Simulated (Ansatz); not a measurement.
LaBi:

```
CELL_PARAMETERS angstrom
0.00000 3.28250 3.28250
3.28250 0.00000 3.28250
3.28250 3.28250 0.00000
ATOMIC_POSITIONS crystal
Bi 0.50000 0.50000 0.50000
La 0.00000 0.00000 0.00000
```

| Property | Result |
| --- | --- |
| Program | Ansatz 0.2.0 |
| Task | relaxation of cell and atoms |
| Functional | revPBE |
| Potentials or basis | Ansatz PAW |
| Cutoff | 420 eV (not typed: the program's choice for these potentials) |
| k mesh | 7 × 7 × 7 |
| Occupations | fermi-dirac, width 0.05 eV |
| Spin | no spin polarisation |

At the start: volume 35.37 Å³/atom.

**Question.** How do energy, volume and symmetry change on relaxing?

**Answer.** It ends after 5 steps and the volume is 37.75 Å³/atom (+6.7 %); space group Fm-3m (No. 225, to 0.05 Å).

Step by step:
```
step  energy change (eV)  largest force (eV/Å)  volume (Å³)
   1              0.0000                0.0000        70.74
   2             -0.0339                0.0000        78.10
   3             -0.0458                0.0000        75.75
   4             -0.0459                0.0000        75.50
   5             -0.0463                0.0000        75.50
```

Final structure:
```
Bi La
1.0
     0.00000    3.35458    3.35458
     3.35458    0.00000    3.35458
     3.35458    3.35458    0.00000
Bi La
1 1
Cartesian
  3.3546 3.3546 3.3546
  0.0000 0.0000 0.0000
```

Caveat: the plane-wave basis is chosen anew once the cell has moved, so the energies of steps on either side of that aren't comparable; the PAW data sets come from PBE, with cores solved anew for the run's functional, which leaves a small shift of forces and pressure.
